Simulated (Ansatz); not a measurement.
This script drives Ansatz 0.2.0 through its Python package.

Input file `brfh4si2.xyz`:
```text
8

F    -1.31500    1.77170    0.27060
Si   -0.43160    0.83980   -0.61030
Si    0.48700   -0.78630    0.70230
Br   -1.59210   -0.06540   -2.20850
H     0.62970    1.65990   -1.27680
H     1.36810   -0.17440    1.78410
H     1.42110   -1.68400   -0.08520
H    -0.47490   -1.61840    1.36790
```

`freq.py`
```python
import ansatz as az
from ase import Atoms
from ase.thermochemistry import IdealGasThermo
import numpy as np

BASIS = "def2-SVP"
FUNCTIONAL = "cam_b3lyp"

brfh4si2 = az.Crystal.molecule_from_extxyz("brfh4si2.xyz")

calc = (
    brfh4si2.calculation()
    .basis(gaussian=BASIS)
    .functional(FUNCTIONAL)
)
symbols = [site.symbol for site in brfh4si2.cartesian_sites]
start = np.array([site.position_ang for site in brfh4si2.cartesian_sites], dtype=float)
r = calc.relax(force_tolerance=0.003).run(threads=1, pin="off").report
end = np.array(r["positions_ang"])

print("bond        before    after (A)")
for i, j in [(0, 1), (1, 2), (1, 3), (1, 4), (2, 5), (2, 6), (2, 7)]:
    d0, d1 = (np.linalg.norm(xyz[i] - xyz[j]) for xyz in (start, end))
    print(f"{symbols[i]}{i}-{symbols[j]}{j}".ljust(10), f"{d0:8.4f} {d1:8.4f}")

minimum = az.Crystal.molecule()
for symbol, xyz in zip(symbols, end):
    minimum = minimum.atom(symbol, xyz.tolist())
vibrating = (
    minimum.calculation()
    .basis(gaussian=BASIS)
    .functional(FUNCTIONAL)
    .phonons(temperatures=(200, 600, 100))
)
vib = vibrating.run(threads=1, pin="off").report["vibrations"]
sums = vib["harmonic_sums"]
modes = [m["omega_inv_cm"] for m in sums["modes_at_gamma"] if m["rigid_motion"] == "no"]
for number, w in enumerate(modes, start=1):
    print(f"mode {number:2d} {w:9.1f} 1/cm {w / 8065.544 * 1000:8.2f} meV")
print("imaginary modes:", sum(w < 0 for w in modes), " zero-point energy:", round(sums["zero_point_energy_ev"], 4), "eV")
gas = IdealGasThermo(vib_energies=[w / 8065.544 for w in modes if w > 0], geometry="linear" if len(modes) == 3 * len(symbols) - 5 else "nonlinear",
                     atoms=Atoms(symbols, positions=end), symmetrynumber=1, spin=0.0)
print(f"H(298 K) - E = {gas.get_enthalpy(298.15, verbose=False):.4f} eV")
print(f"S(298 K, 1 bar) = {96485.33 * gas.get_entropy(298.15, 1e5, verbose=False):.1f} J/(mol K) with symmetry number 1")
```

It is started by `python freq.py`. How long does it take on 1 thread of Arm Neoverse V2, on a shared host, and how much memory does it need?

It took about 3.2 min, with a peak of 0.4 GiB, for 2 runs of the engine.

```console
$ python freq.py
bond        before    after (A)
F0-Si1       1.5572   1.6212
Si1-Si2      2.2827   2.3372
Si1-Br3      2.1726   2.2233
Si1-H4       1.4977   1.4821
Si2-H5       1.5235   1.4886
Si2-H6       1.5161   1.4879
Si2-H7       1.4355   1.4865
mode  1      99.2 1/cm    12.30 meV
mode  2     107.0 1/cm    13.26 meV
mode  3     175.8 1/cm    21.80 meV
mode  4     216.6 1/cm    26.85 meV
mode  5     381.9 1/cm    47.34 meV
mode  6     477.1 1/cm    59.16 meV
mode  7     530.1 1/cm    65.72 meV
mode  8     540.2 1/cm    66.98 meV
mode  9     775.5 1/cm    96.15 meV
mode 10     831.4 1/cm   103.08 meV
mode 11     886.4 1/cm   109.90 meV
mode 12     920.8 1/cm   114.16 meV
mode 13     948.1 1/cm   117.55 meV
mode 14     951.0 1/cm   117.91 meV
mode 15    2251.7 1/cm   279.17 meV
mode 16    2261.2 1/cm   280.35 meV
mode 17    2269.3 1/cm   281.35 meV
mode 18    2280.3 1/cm   282.73 meV
imaginary modes: 0  zero-point energy: 1.0479 eV
H(298 K) - E = 1.2571 eV
S(298 K, 1 bar) = 353.6 J/(mol K) with symmetry number 1
```

The frequencies are harmonic and unscaled, in a modest basis. The result belongs to the one conformer reached from this start, and soft torsions count as harmonic oscillators. The entropy takes a symmetry number of 1; a symmetric molecule's is lower by R ln(sigma).

(Lines on the test bed's own set-up are left out of the output.)
